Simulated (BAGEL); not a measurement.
# CH5BClN (SMILES CNBCl): a chain of runs

Wanted: a single-point energy (HF/6-31G*), then a single-point energy (NEVPT2(2,2)/6-31G*), then the energy (CASPT2(2,2)/6-31G*) of CH5BClN. 

Program for the calculation: BAGEL 1.2.2.

1 further run of the same task is left out (set aside as unsound or not needed).

## 1. Starting point

CH5BClN has 9 atoms, charge 0, and is taken as a singlet. As SMILES, `CNBCl`. The B3–Cl4 distance was set to 2.391 Å, away from the relaxed value.

Bond lengths: C1–N2 1.445 Å, N2–B3 1.381 Å, C1–H5 1.094 Å, C1–H6 1.094 Å, C1–H7 1.090 Å, N2–H8 1.009 Å, B3–H9 1.192 Å. Angles: C1–N2–B3 126.0°, C1–N2–H8 115.0°, B3–N2–H8 119.0°, N2–C1–H5 111.4°, N2–C1–H6 111.4°, N2–C1–H7 109.2°, N2–B3–H9 121.5°, H5–C1–H6 108.3°, H5–C1–H7 108.2°, H6–C1–H7 108.2°. A long bond or contact: B3–Cl4 2.391 Å.

## 2. A single-point energy at HF/6-31G(d) (density fitting with svp-jkfit, spherical functions) (run 1)

input.json

```json
{ "bagel" : [

{
  "title" : "molecule",
  "basis" : "6-31gs.json",
  "df_basis" : "svp-jkfit",
  "angstrom" : true,
  "geometry" : [
    { "atom" : "C", "xyz" : [    0.942044,    0.796836,   -1.287191 ] },
    { "atom" : "N", "xyz" : [    0.024044,    0.088736,   -0.425491 ] },
    { "atom" : "B", "xyz" : [    0.170844,   -0.100464,    0.934409 ] },
    { "atom" : "Cl", "xyz" : [   -1.495300,   -1.314500,    2.144800 ] },
    { "atom" : "H", "xyz" : [    1.338944,    0.144336,   -2.070291 ] },
    { "atom" : "H", "xyz" : [    0.459844,    1.653636,   -1.766591 ] },
    { "atom" : "H", "xyz" : [    1.778644,    1.164636,   -0.693791 ] },
    { "atom" : "H", "xyz" : [   -0.788556,   -0.290764,   -0.887691 ] },
    { "atom" : "H", "xyz" : [    1.113544,    0.328936,    1.524409 ] }
  ]
},
{
  "title" : "hf"
},
{
  "title" : "print",
  "file" : "orbitals.molden",
  "orbitals" : true
}

]}
```

The basis set 6-31G* is read from a file made from the Basis Set Exchange's data (not shown).

Command:

```console
BAGEL_NUM_THREADS=1 BAGEL input.json > input.out
```

Output:

```text
* using 1 threads per process

  ===============================================================
  ===============================================================

  *** Geometry ***

  { "atom" : "C", "xyz" : [      1.780205,      1.505802,     -2.432438 ] },
  { "atom" : "N", "xyz" : [      0.045437,      0.167687,     -0.804061 ] },
  { "atom" : "B", "xyz" : [      0.322848,     -0.189849,      1.765777 ] },
  { "atom" : "Cl", "xyz" : [     -2.825707,     -2.484045,      4.053085 ] },
  { "atom" : "H", "xyz" : [      2.530237,      0.272756,     -3.912283 ] },
  { "atom" : "H", "xyz" : [      0.868979,      3.124919,     -3.338373 ] },
  { "atom" : "H", "xyz" : [      3.361150,      2.200843,     -1.311075 ] },
  { "atom" : "H", "xyz" : [     -1.490155,     -0.549464,     -1.677493 ] },
  { "atom" : "H", "xyz" : [      2.104293,      0.621599,      2.880716 ] },

  Number of auxiliary basis functions:      445

  Since a DF basis is specified, we compute 2- and 3-index integrals:
    o Being stored without compression. Storage requirement is 0.017 GB

  Number of basis functions:       70
  Number of electrons      :       40

    * METHOD: MOLECULE                             0.16

  *** RHF ***

  === Nuclear Repulsion ===
   125.5886502356

      * DIIS with orbital gradients will be used.

  === RHF iteration (6-31gs.json) ===
      0       -579.25193333          0.01885099           0.04
      1       -579.37230005          0.01035556           0.04
      2       -579.40694788          0.00201393           0.03
      3       -579.40896733          0.00036334           0.04
      4       -579.40908213          0.00012077           0.04
      5       -579.40909739          0.00004431           0.04
      6       -579.40909928          0.00001428           0.04
      7       -579.40909953          0.00000443           0.04
      8       -579.40909955          0.00000162           0.04
      9       -579.40909955          0.00000063           0.04
     10       -579.40909955          0.00000016           0.04
     11       -579.40909955          0.00000006           0.04
     12       -579.40909955          0.00000002           0.03
     13       -579.40909955          0.00000001           0.04
    * SCF iteration converged.

    * Permanent dipole moment:
           (   -1.262319,    -1.115586,     1.886597) a.u.

    * METHOD: HF                                   0.64

    * METHOD: PRINT                                0.01

  ===============================================================
```

It took 1.1 s on 1 thread of Arm Neoverse V2, shared host; peak memory 0.14 GiB.

## 3. The energy at NEVPT2(2,2)/6-31G(d) (density fitting with svp-jkfit, spherical functions) (run 2)

job.json

```json
{ "bagel": [

{
  "title": "molecule",
  "basis": "6-31gs.json",
  "df_basis": "svp-jkfit",
  "angstrom": true,
  "geometry": [
    { "atom": "C", "xyz": [       0.942044,       0.796836,      -1.287191 ] },
    { "atom": "N", "xyz": [       0.024044,       0.088736,      -0.425491 ] },
    { "atom": "B", "xyz": [       0.170844,      -0.100464,       0.934409 ] },
    { "atom": "Cl", "xyz": [      -1.495300,      -1.314500,       2.144800 ] },
    { "atom": "H", "xyz": [       1.338944,       0.144336,      -2.070291 ] },
    { "atom": "H", "xyz": [       0.459844,       1.653636,      -1.766591 ] },
    { "atom": "H", "xyz": [       1.778644,       1.164636,      -0.693791 ] },
    { "atom": "H", "xyz": [      -0.788556,      -0.290764,      -0.887691 ] },
    { "atom": "H", "xyz": [       1.113544,       0.328936,       1.524409 ] }
  ]
},

{ "title": "hf" },

{ "title": "casscf", "nstate": 1, "nact": 2, "nclosed": 19, "active": [18, 21], "maxiter": 200, "natocc": true },

{ "title": "nevpt2", "nstate": 1, "nact": 2, "nclosed": 19, "active": [18, 21], "maxiter": 200, "natocc": true, "ncore": 8 },

{ "title": "print", "file": "orbitals.molden", "orbitals": true }

]}
```

The basis set 6-31G* is read from a file made from the Basis Set Exchange's data (not shown).

Command:

```console
BAGEL_NUM_THREADS=1 BAGEL job.json > job.out
```

Output:

```text
* using 1 threads per process

  ===============================================================
  ===============================================================

  *** Geometry ***

  { "atom" : "C", "xyz" : [      1.780205,      1.505802,     -2.432438 ] },
  { "atom" : "N", "xyz" : [      0.045437,      0.167687,     -0.804061 ] },
  { "atom" : "B", "xyz" : [      0.322848,     -0.189849,      1.765777 ] },
[... 5 lines of this table left out ...]
  { "atom" : "H", "xyz" : [      2.104293,      0.621599,      2.880716 ] },

  Number of auxiliary basis functions:      445

  Since a DF basis is specified, we compute 2- and 3-index integrals:
    o Being stored without compression. Storage requirement is 0.017 GB

  Number of basis functions:       70
  Number of electrons      :       40

    * METHOD: MOLECULE                             0.16

  *** RHF ***

  === Nuclear Repulsion ===
   125.5886502356

      * DIIS with orbital gradients will be used.

  === RHF iteration (6-31gs.json) ===
      0       -579.25193333          0.01885099           0.04
      1       -579.37230005          0.01035556           0.04
      2       -579.40694788          0.00201393           0.04
[... 10 lines of this table left out ...]
     13       -579.40909955          0.00000001           0.03
    * SCF iteration converged.

    * Permanent dipole moment:
           (   -1.262319,    -1.115586,     1.886597) a.u.

    * METHOD: HF                                   0.64

  ---------------------------
      CASSCF calculation
  ---------------------------

    ==== Active orbitals : =====
         Orbital 18
         Orbital 21
    ============================

    * nstate   :      1
    * nclosed  :     19
    * nact     :      2
    * nvirt    :     49
  === CASSCF iteration (6-31gs.json) ===

    * Using the second-order algorithm

      0  0      -579.41819144     1.83e-03      0.01

      1  0      -579.42618935     8.48e-04      0.21
[... 23 lines of this table left out ...]
     13  0      -579.42790118     4.84e-09      0.17

    * Second-order optimization converged. *

     guess   0:   closed 1.                   open ..

  === FCI iteration ===

      0  0      -579.40710949     6.33e-02      0.00
      1  0      -579.42649638     1.22e-02      0.00
      2  0 *    -579.42790118     5.87e-16      0.00

     * ci vector, state   0, <S^2> = 0.0000
       2.     0.9864030156
       .2    -0.1643444273

    * METHOD: CASSCF                               2.72

    * freezing 8 orbitals

  === DF-NEVPT2 calculation ===

    * 3-index integral transformation done
    * assembly done

      NEVPT2 correlation energy:   -0.4748886735      0.10

          (+0)     -0.3945077397
          (+0)'    -0.0237808941
          (+1)     -0.0144523501
          (+1)'    -0.0000000000
          (+2)     -0.0007313129
          (-1)     -0.0371979081
          (-1)'     0.0000000000
          (-2)     -0.0042184688

      NEVPT2 total energy:       -579.9027898536

    * METHOD: NEVPT2                               0.17

    * METHOD: PRINT                                0.01

  ===============================================================
```

It took 4.2 s on 1 thread of Arm Neoverse V2, shared host; peak memory 0.14 GiB.

## 4. The energy at CASPT2(2,2)/6-31G(d) (density fitting with svp-jkfit, spherical functions) (run 3)

Changes to input.json since step 2:

```diff
@@ -6,3 +6,3 @@
   "df_basis" : "svp-jkfit",
-  "angstrom" : true,
+  "angstrom" : "true",
   "geometry" : [
@@ -19,10 +19,6 @@
 },
-{
-  "title" : "hf"
-},
-{
-  "title" : "print",
-  "file" : "orbitals.molden",
-  "orbitals" : true
-}
+{ "title" : "hf" },
+{ "title" : "casscf", "nstate" : 1, "nact" : 2, "nclosed" : 19, "active" : [18, 21], "maxiter" : 200, "natocc" : "true" },
+{ "title" : "print", "file" : "orbitals.molden", "orbitals" : "true" },
+{ "title" : "smith", "method" : "caspt2", "ms" : "true", "xms" : "true", "sssr" : "true", "shift" : 0.2, "shift_imag" : "true", "ncore" : 8 }
```

The basis set 6-31G* is read from a file made from the Basis Set Exchange's data (not shown).

Command:

```console
BAGEL_NUM_THREADS=1 BAGEL input.json > input.out
```

Output:

```text
* using 1 threads per process

  ===============================================================
  ===============================================================

  *** Geometry ***

  { "atom" : "C", "xyz" : [      1.780205,      1.505802,     -2.432438 ] },
  { "atom" : "N", "xyz" : [      0.045437,      0.167687,     -0.804061 ] },
  { "atom" : "B", "xyz" : [      0.322848,     -0.189849,      1.765777 ] },
[... 5 lines of this table left out ...]
  { "atom" : "H", "xyz" : [      2.104293,      0.621599,      2.880716 ] },

  Number of auxiliary basis functions:      445

  Since a DF basis is specified, we compute 2- and 3-index integrals:
    o Being stored without compression. Storage requirement is 0.017 GB

  Number of basis functions:       70
  Number of electrons      :       40

    * METHOD: MOLECULE                             0.16

  *** RHF ***

  === Nuclear Repulsion ===
   125.5886502356

      * DIIS with orbital gradients will be used.

[... 6 lines left out ...]
    * SCF iteration converged.
[... 1 line left out ...]
    * Permanent dipole moment:
[... 27 lines left out ...]
    * Second-order optimization converged. *
[... 9 lines left out ...]
     * ci vector, state   0, <S^2> = 0.0000
[... 16 lines left out ...]
    * Zeroth order energy : state  0       -0.8603237219

    * CASPT2 iteration is performed using orthogonal basis

      -------------------------------------------  CASPT2 iteration  ---------------------------------------------------
       #      aibj      arbs      arbi      airj      risj      airs      arst      rist         Etot      error   time
      ------------------------------------------------------------------------------------------------------------------

       0  -0.39315  -0.00499  -0.03756  -0.01499  -0.00095  -0.02066  -0.00000  -0.00000   -0.4723110  0.0012187   0.05
       1  -0.39324  -0.00501  -0.03764  -0.01511  -0.00098  -0.02092  -0.00000  -0.00000   -0.4728954  0.0001448   0.04
       2  -0.39325  -0.00501  -0.03763  -0.01511  -0.00098  -0.02092  -0.00000  -0.00000   -0.4729057  0.0000196   0.04
       3  -0.39325  -0.00501  -0.03763  -0.01511  -0.00098  -0.02092  -0.00000  -0.00000   -0.4729058  0.0000030   0.05
       4  -0.39325  -0.00501  -0.03763  -0.01511  -0.00098  -0.02092   0.00000  -0.00000   -0.4729058  0.0000005   0.05

      ------------------------------------------------------------------------------------------------------------------

    * CASPT2 energy : state  0     -579.9032984005
        w/o shift correction       -579.9008069845
        reference weight              0.8612394467

    * METHOD: SMITH                                0.36

  ===============================================================
```

Run time: 4.5 s. Hardware: 1 thread of Arm Neoverse V2, shared host; peak memory 0.14 GiB.

## 5. Outcome

```
                               quantity          value
         run 1, HF/6-31G*: total energy  -579.40910 Eh
        run 1, HF/6-31G*: dipole moment         6.43 D
          run 1, HF/6-31G*: HOMO energy      -10.91 eV
          run 1, HF/6-31G*: LUMO energy        2.89 eV
        run 1, HF/6-31G*: HOMO–LUMO gap       13.80 eV
run 2, NEVPT2(2,2)/6-31G*: total energy  -579.90279 Eh
run 3, CASPT2(2,2)/6-31G*: total energy  -579.90330 Eh
```
